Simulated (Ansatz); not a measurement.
# CoHN: the cost of one run

Method: def2-TZVPP, core rule «outside noble gas», up to 10 orbitals frozen; program: Ansatz 0.2.0, Gaussian basis.

To be run: UHF; ROHF; CCSD(T) on UHF.

2 further runs of the same task are left out: 2 set aside as unsound or not needed.

### 1 The system

The geometry is a PBE0/def2-TZVP stationary point (not a proven minimum) of the parent state, kept for this charge and spin.

3 atoms, charge 0, spin multiplicity 4.

Atoms are counted from 1 here; the program's logs count them from 0.

Bond lengths: Co1–N2 1.788 Å, N2–H3 1.033 Å. Angles: Co1–N2–H3 106.7°.

### 2 UHF

in.yaml

```yaml
crystal:
  periodic: [false, false, false]
  atoms:
    - {symbol: Co, position_ang: [0.000000, 0.017017, 0.366958]}
    - {symbol: N, position_ang: [0.000000, -0.131364, -1.414986]}
    - {symbol: H, position_ang: [0.000000, 0.830517, -1.792482]}
basis:
  gaussian: {orbitals: def2-TZVPP}
magnetization: {spin_polarized: true, initial_magnetization: 3}
hamiltonian: {xc: hf}
output: {orbitals: {seedname: orbitals}}
```

Command:

```sh
$ ansatz run in.yaml --threads 1 --pin off --events-out ev --progress --plain --max-ram 4096MiB --backend cpu
```

Q: Estimate wall time and peak memory on 1 thread of AMD EPYC 7R13, shared host.

About 72 s, with a peak of 0.31 GiB.
